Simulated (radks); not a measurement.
# Fractional charge and spin in the 5p shell of tungsten

Aim: the energy as the spin-up occupation of 5p runs from 2 to 3 and the spin-down one from 2 to 3, against the two flat planes that join the four corners. Added charge counts from the emptiest corner (up 2, down 2).

Program: radks (a radial shooting solver on a logarithmic mesh, Libxc functionals) version 1. Level of theory: scalar-relativistic Kohn-Sham, r2SCAN, spin-polarised, spherical densities, finite nucleus. These are calculated values, not measurements, unless marked.

## 1. The system

| Item | Value |
| --- | --- |
| element | tungsten (Z = 74) |
| configuration | [Kr] 4d10 4f14 5s2 5d(up 1.5, down 1.5) 5p(up 3, down 3) |
| nuclear rms radius | 5.3658 fm |

A shell typed twice in an input gives spin up, then spin down.

## 2. 5p: up 3, down 3

Input:

```text
Z 74
configuration [Kr] 4d10 4f14 5s2 5d1.5 5d1.5 5p3 5p3
relativity scalar-relativistic
functional r2scan,r2scan
spin polarised
nucleus finite rms 5.3658 fm
c 137.035999084
```

## 3. 5p: up 3, down 2.5

Input:

```text
Z 74
configuration [Kr] 4d10 4f14 5s2 5d1.5 5d1.5 5p3 5p2.5
relativity scalar-relativistic
functional r2scan,r2scan
spin polarised
nucleus finite rms 5.3658 fm
c 137.035999084
```

## 4. 5p: up 3, down 2

Input:

```text
Z 74
configuration [Kr] 4d10 4f14 5s2 5d1.5 5d1.5 5p3 5p2
relativity scalar-relativistic
functional r2scan,r2scan
spin polarised
nucleus finite rms 5.3658 fm
c 137.035999084
```

## 5. 5p: up 2.5, down 2.5

Input:

```text
Z 74
configuration [Kr] 4d10 4f14 5s2 5d1.5 5d1.5 5p2.5 5p2.5
relativity scalar-relativistic
functional r2scan,r2scan
spin polarised
nucleus finite rms 5.3658 fm
c 137.035999084
```

## 6. 5p: up 2.5, down 2

Input:

```text
Z 74
configuration [Kr] 4d10 4f14 5s2 5d1.5 5d1.5 5p2.5 5p2
relativity scalar-relativistic
functional r2scan,r2scan
spin polarised
nucleus finite rms 5.3658 fm
c 137.035999084
```

## 7. 5p: up 2, down 2

Input:

```text
Z 74
configuration [Kr] 4d10 4f14 5s2 5d1.5 5d1.5 5p2 5p2
relativity scalar-relativistic
functional r2scan,r2scan
spin polarised
nucleus finite rms 5.3658 fm
c 137.035999084
```

Before running it: what results should come out? Wanted: for each run, down \ up; 2; 2.5; 3.

As calculated:

| down \ up | 2 | 2.5 | 3 |
| --- | --- | --- | --- |
| 2 | 0.000 | -1.985 | 0.000 |
| 2.5 | -1.985 | 0.375 | -1.875 |
| 3 | 0.000 | -1.875 | 0.000 |

What this shows: The table gives the energy in eV minus the planes, whose edge runs along up + down = one added electron; mirror points follow by spin symmetry. With half an added electron in each spin it lies 0.38 eV above the planes. With half an electron added in spin up alone it lies 1.99 eV below them. The planes are only a guide here: the condition holds for ground states with one frontier orbital, and this shell is degenerate.
